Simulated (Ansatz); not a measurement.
**ScO radical: basis-set convergence**

The task here is to estimate one member of a computed series from the others.

Program: Ansatz 0.2.0, Gaussian basis. Level of theory: one geometry, several basis sets. These are calculated values, not measurements.

Levels to be run: PBE0-D4/def2-SVP; ωB97M-V/def2-SVP; PBE0-D4/def2-QZVPP; ωB97M-V/def2-QZVPP; the functionals' def2-TZVPP values are taken from earlier runs.

**The geometry**

The geometry comes from an earlier relaxation with PBE0-D4 in a triple-zeta def2 set; it is a stationary point.

SMILES `[O]=[Sc]`, 2 atoms, charge 0, spin multiplicity 2.

Atoms are counted from 1 here; the program's logs count them from 0.

Bond lengths: O1–Sc2 1.648 Å.

The first run:

Input file in.yaml:

```yaml
crystal:
  periodic: [false, false, false]
  atoms:
    - {symbol: O, position_ang: [0.703074, -0.233435, 0.360651]}
    - {symbol: Sc, position_ang: [-0.703074, 0.233435, -0.360651]}
basis:
  gaussian: {orbitals: def2-SVP}
magnetization: {spin_polarized: true, initial_magnetization: 1}
hamiltonian: {xc: pbe0, dispersion: d4}
output: {orbitals: {seedname: orbitals}}
```

Started as:

```console
> ansatz run in.yaml --threads 2 --pin off --events-out ev --progress --plain --max-ram 22528MiB --backend cpu
```

Steps of the session up to this table: PBE0-D4 in def2-SVP; ωB97M-V in def2-SVP; PBE0-D4 in def2-QZVPP; ωB97M-V in def2-QZVPP.

One table of the session follows, with a row left open; its other results are not shown here.

It belongs to the step «Functionals by basis». 

```
functional       basis  HOMO (eV)  LUMO (eV)
   PBE0-D4    def2-SVP      -4.56      -2.14
   PBE0-D4  def2-TZVPP      -4.74      -2.28
   PBE0-D4  def2-QZVPP      -4.74      -2.29
   ωB97M-V    def2-SVP      -6.10      -0.52
   ωB97M-V  def2-TZVPP      -6.33      -0.41
   ωB97M-V  def2-QZVPP          ?          ?
```

Estimate the missing values for ωB97M-V, def2-QZVPP.

**Answer.** HOMO (eV): -6.31; LUMO (eV): -0.51. In the column «HOMO (eV)» it lies between ωB97M-V, def2-TZVPP (-6.33) and ωB97M-V, def2-SVP (-6.10).
